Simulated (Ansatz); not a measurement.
Crystal: CaHBr.

```xyz
6
Lattice="3.8580 0.0000 0.0000 0.0000 3.8580 0.0000 0.0000 0.0000 7.9110" Properties=species:S:1:pos:R:3 pbc="T T T"
Br    1.9290    0.0000    2.6106
Br    0.0000    1.9290    5.3004
Ca    1.9290    0.0000    6.8035
Ca    0.0000    1.9290    1.1075
H     1.9290    1.9290    0.0000
H     0.0000    0.0000    0.0000
```

```yaml
Program: Ansatz 0.2.0
Task: relaxation of cell and atoms
Functional: PBE
Potentials_or_basis: Ansatz PAW
Cutoff: "420 eV (not typed: the program's choice for these potentials)"
k_mesh: 7 × 7 × 4
Occupations: fermi-dirac, width 0.05 eV
Spin: no spin polarisation
```

At the start: volume 19.62 Å³/atom.

Problem. Where does the relaxation end?

Solution. It ends after 13 steps and the volume is 22.21 Å³/atom (+13.2 %); space group P4/nmm (No. 129, to 0.05 Å).

Step by step:
```tsv
step	energy change (eV)	largest force (eV/Å)	volume (Å³)
1	0.0000	1.1412	117.75
2	-0.1904	0.3302	121.43
3	-0.2188	0.0392	122.56
4	-0.2313	0.1019	124.06
5	-0.2395	0.0934	126.47
6	-0.2426	0.0082	128.96
7	-0.2428	0.0006	129.75
8	-0.2427	0.0018	130.30
9	-0.2485	0.0012	130.30
10	-0.2488	0.0048	131.91
11	-0.2487	0.0062	133.07
12	-0.2486	0.0003	133.29
13	-0.2494	0.0004	133.29
```

Final structure:
```
Br Ca H
1.0
     3.83405    0.00000    0.00000
     0.00000    3.83405    0.00000
     0.00000    0.00000    9.06706
Br Ca H
2 2 2
Direct
  0.50000 0.00000 0.29458
  0.00000 0.50000 0.70542
  0.50000 0.00000 0.85702
  0.00000 0.50000 0.14298
  0.50000 0.50000 0.00000
  0.00000 0.00000 0.00000
```

Caveat: the plane-wave basis is chosen anew once the cell has moved, so the energies of steps on either side of that aren't comparable.
